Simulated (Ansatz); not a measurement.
Crystal: Sn3Se.

```
Sn Se
1.0
     0.00000    3.73314    3.73314
     3.73314    0.00000    3.73314
     3.73314    3.73314    0.00000
Sn Se
3 1
Direct
  0.50000 0.50000 0.50000
  0.75000 0.75000 0.75000
  0.25000 0.25000 0.25000
  0.00000 0.00000 0.00000
```

The cell comes from a database or a generator and needn't be the stable form of this composition.

* Program: Ansatz 0.2.0
* Task: relaxation of cell and atoms
* Functional: HSE06
* Potentials or basis: Ansatz PAW
* Cutoff: 420 eV (not typed: the program's choice for these potentials)
* k mesh: 4 × 4 × 4
* Occupations: fermi-dirac, width 0.05 eV
* Spin: no spin polarisation

At the start: volume 26.01 Å³/atom.

Q: How do energy, volume and symmetry change on relaxing?

A: It ends after 5 steps and the volume is 24.62 Å³/atom (-5.4 %); space group Fm-3m (No. 225, to 0.05 Å).

Step by step:
```tsv
step	energy change (eV)	largest force (eV/Å)	volume (Å³)
1	0.0000	0.0000	104.05
2	-0.0486	0.0000	97.35
3	-0.0506	0.0000	98.65
4	-0.0506	0.0000	98.48
5	-0.0492	0.0000	98.48
```

Final structure:
```cif
data_structure
_symmetry_space_group_name_H-M 'P 1'
_symmetry_Int_Tables_number 1
_cell_length_a 5.1835
_cell_length_b 5.1835
_cell_length_c 5.1835
_cell_angle_alpha 60.000
_cell_angle_beta 60.000
_cell_angle_gamma 60.000
_cell_volume 98.48
loop_
_atom_site_label
_atom_site_type_symbol
_atom_site_fract_x
_atom_site_fract_y
_atom_site_fract_z
_atom_site_occupancy
Sn1 Sn 0.50000 0.50000 0.50000 1
Sn2 Sn 0.75000 0.75000 0.75000 1
Sn3 Sn 0.25000 0.25000 0.25000 1
Se1 Se 0.00000 0.00000 0.00000 1
```

Caveat: the k mesh is coarse (spacing up to 0.36 Å⁻¹), so the values aren't converged, least of all with exact exchange; the plane-wave basis is chosen anew once the cell has moved, so the energies of steps on either side of that aren't comparable; the PAW data sets come from PBE, with cores solved anew for the run's functional, which leaves a small shift of forces and pressure.
